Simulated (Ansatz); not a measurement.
# C4H11CuO2: how energies converge with the basis set

Aim: see how fast density functionals converge with the basis set for C4H11CuO2.

Method: one geometry, several basis sets; program: Ansatz 0.2.0, Gaussian basis.

The runs, in order: PBE0-D4/def2-SVP; ωB97M-V/def2-SVP; PBE0-D4/def2-QZVPP; ωB97M-V/def2-QZVPP; the functionals' def2-TZVPP values are taken from earlier runs.

1 further run of the same task is left out (it didn't finish).

**1. The relaxed structure**

The geometry comes from an earlier relaxation with PBE0-D4 in a triple-zeta def2 set; it is a stationary point, not always the lowest conformer.

SMILES `CC(C)(C)[O][Cu-][OH2+]`, 18 atoms, charge 0, spin multiplicity 1.

Atoms are counted from 1 here; the program's logs count them from 0.

Bond lengths: C1–C2 1.529 Å, C1–H8 1.093 Å, C1–H9 1.096 Å, C1–H10 1.094 Å, C2–C3 1.529 Å, C2–C4 1.529 Å, C2–O5 1.394 Å, C3–H11 1.092 Å, C3–H12 1.094 Å, C3–H13 1.092 Å, C4–H14 1.093 Å, C4–H15 1.095 Å, C4–H16 1.096 Å, O5–Cu6 1.783 Å, Cu6–O7 1.940 Å, O7–H17 0.963 Å, O7–H18 0.963 Å. Angles: C2–C1–H8 109.7°, C2–C1–H9 109.8°, C2–C1–H10 112.3°, H8–C1–H9 108.1°, H8–C1–H10 108.7°, H9–C1–H10 108.1°, C1–C2–C3 109.4°, C1–C2–C4 109.4°, C1–C2–O5 110.9°, C3–C2–C4 109.4°, C3–C2–O5 106.8°, C4–C2–O5 110.9°, C2–C3–H11 109.7°, C2–C3–H12 111.9°, C2–C3–H13 109.7°, H11–C3–H12 108.7°, H11–C3–H13 108.0°, H12–C3–H13 108.8° and more.

Coordinates:

```
atom     x (Å)     y (Å)     z (Å)
  C1   1.14935  -0.03740   1.11621
  C2   0.48567  -0.53292  -0.16917
  C3   1.50084  -1.32560  -0.99233
  C4  -0.69740  -1.43485   0.18445
  O5   0.07388   0.53869  -0.96025
 Cu6  -1.11614   1.73942  -0.39354
  O7  -2.39600   3.11418   0.09215
  H8   1.97581   0.63328   0.86935
  H9   0.42393   0.52275   1.71686
 H10   1.53551  -0.85884   1.72780
 H11   1.03422  -1.67114  -1.91746
 H12   1.88124  -2.19289  -0.44522
 H13   2.34198  -0.68138  -1.25783
 H14  -1.19459  -1.76616  -0.73031
 H15  -0.39124  -2.31673   0.75583
 H16  -1.42467  -0.87598   0.78403
 H17  -2.01880   4.00014   0.10804
 H18  -3.16360   3.14546  -0.48862
```

**2. PBE0-D4 in def2-SVP**

in.yaml

```yaml
crystal:
  periodic: [false, false, false]
  atoms:
    - {symbol: C, position_ang: [1.149353, -0.037403, 1.116206]}
    - {symbol: C, position_ang: [0.485665, -0.532922, -0.169169]}
    - {symbol: C, position_ang: [1.500842, -1.325601, -0.992328]}
    - {symbol: C, position_ang: [-0.697398, -1.434847, 0.184447]}
    - {symbol: O, position_ang: [0.073879, 0.538690, -0.960253]}
    - {symbol: Cu, position_ang: [-1.116140, 1.739425, -0.393540]}
    - {symbol: O, position_ang: [-2.396004, 3.114179, 0.092154]}
    - {symbol: H, position_ang: [1.975805, 0.633275, 0.869353]}
    - {symbol: H, position_ang: [0.423930, 0.522748, 1.716863]}
    - {symbol: H, position_ang: [1.535515, -0.858838, 1.727800]}
    - {symbol: H, position_ang: [1.034224, -1.671140, -1.917464]}
    - {symbol: H, position_ang: [1.881244, -2.192893, -0.445217]}
    - {symbol: H, position_ang: [2.341975, -0.681379, -1.257830]}
    - {symbol: H, position_ang: [-1.194586, -1.766163, -0.730313]}
    - {symbol: H, position_ang: [-0.391241, -2.316731, 0.755832]}
    - {symbol: H, position_ang: [-1.424673, -0.875980, 0.784033]}
    - {symbol: H, position_ang: [-2.018802, 4.000141, 0.108044]}
    - {symbol: H, position_ang: [-3.163599, 3.145458, -0.488617]}
basis:
  gaussian: {orbitals: def2-SVP}
hamiltonian: {xc: pbe0, dispersion: d4}
output: {orbitals: {seedname: orbitals}}
```

On the command line:

```
$ ansatz run in.yaml --threads 2 --pin off --events-out ev --progress --plain --max-ram 22528MiB --backend cpu
```

After this run come: ωB97M-V in def2-SVP; PBE0-D4 in def2-QZVPP; ωB97M-V in def2-QZVPP.

Before running them: what should the planned runs give, taken together? Wanted: PBE0-D4: double and triple zeta above quadruple; ωB97M-V: double and triple zeta above quadruple.

The runs gave:

```
                                       quantity           value
PBE0-D4: double and triple zeta above quadruple  17.99, 1.63 eV
ωB97M-V: double and triple zeta above quadruple  18.37, 1.59 eV
```

In words: For PBE0-D4 the step from double to triple zeta gains 16.35 eV and the next only 1.63 eV. Total energies overstate the basis error of differences, where much of it tends to cancel.
